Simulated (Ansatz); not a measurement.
This script drives the Ansatz DFT code, driven from Python.

Contents of `baalsn.xyz`:
```text
3
Lattice="4.6965042 0.0 0.0 -2.3482521 4.06729194 0.0 0.0 0.0 5.177444" Properties=species:S:1:pos:R:3 pbc="T T T"
Ba    2.34825212    1.35576397    0.00000000
Al    0.00000000    0.00000000    2.58872200
Sn   -0.00000002    2.71152798    2.58872200
```

`defect_baalsn.py`:
```python
'''Point defect (vacancy) in BaAlSn.'''

from dataclasses import dataclass
import warnings

import ansatz as az
import numpy as np


@dataclass(frozen=True)
class Options:
    smearing: str = 'cold'
    xc: str = 'r2scan'
    dispersion: str = 'd4'
    kmesh: tuple[int, ...] = (2, 2, 3)


settings = Options()


def main() -> None:
    warnings.simplefilter('ignore', az.DeckWarning)

    crystal = az.Crystal.from_extxyz('baalsn.xyz')
    host = crystal.supercell(2, 2, 1)
    defective = host.vacancy('Sn', at=(1 / 3, 2 / 3, 0.5))

    def with_settings(structure):
        return (
            structure.calculation()
            .occupations(settings.smearing, width=100 * az.meV)
            .functional(settings.xc, dispersion=settings.dispersion)
            .kpoints(*settings.kmesh)
            .band_table()
        )


    perfect = with_settings(host).run().report
    base = with_settings(defective).forces()
    result = base.run()
    r = result.report

    n_host, n_defect = len(perfect['lattice']['sites']), len(r['lattice']['sites'])
    print(f'perfect cell: {n_host} atoms, F = {perfect["free_energy_ev"]:.4f} eV')
    print(f'defect cell:  {n_defect} atoms, F = {r["free_energy_ev"]:.4f} eV')
    # chemical potentials are still to be added to this difference
    print(f'difference {r["free_energy_ev"] - perfect["free_energy_ev"]:.4f} eV (no chemical potentials)')


    for site in result.lattice.sites:
        print(f'{site.symbol:2s}', ' '.join(f'{v:8.4f}' for v in site.position_ang))


if __name__ == '__main__':
    main()
```

It is started by `python defect_baalsn.py`. Estimate its wall time and peak memory on 1 thread of Arm Neoverse V1, with other jobs on the host.

It took about 42 s, with a peak of 1.5 GiB, for 2 runs of the engine.

```console
$ python defect_baalsn.py
perfect cell: 12 atoms, F = -50181.6078 eV
defect cell:  11 atoms, F = -44140.3239 eV
difference 6041.2839 eV (no chemical potentials)
Ba   2.3483   1.3558   0.0000
Al   0.0000  -0.0000   2.5887
Ba   0.0000   5.4231   0.0000
Al  -2.3483   4.0673   2.5887
Sn  -2.3483   6.7788   2.5887
Ba   7.0448   1.3558   0.0000
Al   4.6965  -0.0000   2.5887
Sn   4.6965   2.7115   2.5887
Ba   4.6965   5.4231   0.0000
Al   2.3483   4.0673   2.5887
Sn   2.3483   6.7788   2.5887
```

Notes:
- Total energies depend on the potentials; only differences at equal settings carry meaning. A total without «per atom» is that of the whole cell that was run.
- Dispersion corrections can be off by several per cent in the lattices of metals, and by several GPa in the pressure at a fixed cell.
- The mesh is modest for a metal, so energies can be off by several to tens of meV an atom and pressures by half a GPa or more; differences at equal mesh fare better.
- The atoms stand at ideal sites; relaxing them can change energy and levels by an eV or more.
- The difference holds no chemical potentials.
- Errors of mesh and smearing per atom add up over the supercell, so the energy can be off by tenths of an eV.
- The structure comes from a database of computed cells and needn't be a stable or known phase.
- The supercell is small, so the defect meets its images and the energies aren't those of an isolated defect; a partly filled defect level may also lower its energy by spin or distortion. For a charged cell the difference holds no correction, alignment or term for the electrons' reservoir.
